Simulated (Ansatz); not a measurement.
# Al5Co2Ru3: the cost of one run

Computed with Ansatz 0.2.0 (DFT PBE, scalar-relativistic, plane waves, PAW, unless a step names another level, unless a step's input says otherwise).

## 1. The starting structure

It takes space group P4/mmm (No. 123, tetragonal). The conventional cell has a = 2.952 Å, b = 2.952 Å, c = 14.735 Å, α = 90.00°, β = 90.00°, γ = 90.00°. Al (site symmetry 4/mmm) is surrounded by 8 Co at 2.50 Å and 6 Al at 2.83 to 2.95 Å. Al (site symmetry 4mm) has 4 Co at 2.54 Å and 4 Ru at 2.56 Å and 6 Al at 2.83 to 3.02 Å in its first shell of neighbours. Al (site symmetry 4mm) has 8 Ru at 2.58 to 2.59 Å and 6 Al at 2.95 to 3.04 Å in its first shell of neighbours. Co (site symmetry 4mm) has 8 Al at 2.50 to 2.54 Å and 1 Co at 2.76 Å in its first shell of neighbours. Ru (site symmetry 4mm) has 8 Al at 2.56 to 2.59 Å and 1 Co at 2.92 Å in its first shell of neighbours. Around Ru (site symmetry 4/mmm) lie 8 Al at 2.58 Å and 6 Ru at 2.95 to 3.06 Å.

Coordinates:

```cif
data_structure
_symmetry_space_group_name_H-M 'P 1'
_symmetry_Int_Tables_number 1
_cell_length_a 2.9522
_cell_length_b 2.9522
_cell_length_c 14.7352
_cell_angle_alpha 90.000
_cell_angle_beta 90.000
_cell_angle_gamma 90.000
_cell_volume 128.43
loop_
_atom_site_label
_atom_site_type_symbol
_atom_site_fract_x
_atom_site_fract_y
_atom_site_fract_z
_atom_site_occupancy
Al1 Al 0.00000 0.00000 0.00000 1
Al2 Al 0.00000 0.00000 0.19173 1
Al3 Al 0.00000 0.00000 0.39673 1
Al4 Al 0.00000 0.00000 0.60327 1
Al5 Al 0.00000 0.00000 0.80827 1
Co1 Co 0.50000 0.50000 0.09377 1
Co2 Co 0.50000 0.50000 0.90623 1
Ru1 Ru 0.50000 0.50000 0.29221 1
Ru2 Ru 0.50000 0.50000 0.50000 1
Ru3 Ru 0.50000 0.50000 0.70779 1
```

The cell was relaxed beforehand at this level, from a generated guess; it needn't be the stable form of this composition. At a tolerance of 0.05 Å it has space group P4/mmm (No. 123); it has 12.84 Å³/atom, an uncorrected energy of -0.61 eV/atom over the elements and, on its mesh, gap none (metal).

## 2. Strained cells: the elastic tensor

File input.yaml:

```yaml
crystal:
  lattice:
    - [2.9582704006, 0.0, 0.0]
    - [0.0, 2.9582704006, 0.0]
    - [0.0, 0.0, 14.7057439033]
  atoms:
    - { symbol: Al, position: [0.0, 0.0, 0.0] }
    - { symbol: Al, position: [0.0, 0.0, 0.1912738156] }
    - { symbol: Al, position: [0.0, 0.0, 0.3964394675] }
    - { symbol: Al, position: [0.0, 0.0, 0.6035605325] }
    - { symbol: Al, position: [0.0, 0.0, 0.8087261844] }
    - { symbol: Co, position: [0.5, 0.5, 0.0937209097] }
    - { symbol: Co, position: [0.5, 0.5, 0.9062790903] }
    - { symbol: Ru, position: [0.5, 0.5, 0.2919944547] }
    - { symbol: Ru, position: [0.5, 0.5, 0.5] }
    - { symbol: Ru, position: [0.5, 0.5, 0.7080055453] }
basis:
  ecutwfc: 420
kpoints:
  mp_grid: { grid: [12, 12, 4] }
hamiltonian:
  xc: pbe
scf:
  occupations: { method: fermi_dirac, width: 0.15 }
output:
  forces: true
  stress: true
  eigenvalues: true
elastic:
  mode: relaxed_ion
  amplitude: 0.005
  stencil: two_point
```

Launch:

```
$ ansatz run input.yaml --threads 4 --pin off --max-ram 8192MiB --backend cpu --events-out ev --progress --plain --runs-dir out
```

**Question.** How long does this run take on 4 threads of Intel Xeon at 2.50GHz (Skylake/Cascade Lake), shared host, and how much memory does it need?

About 20 min, with a peak of 1.5 GiB.
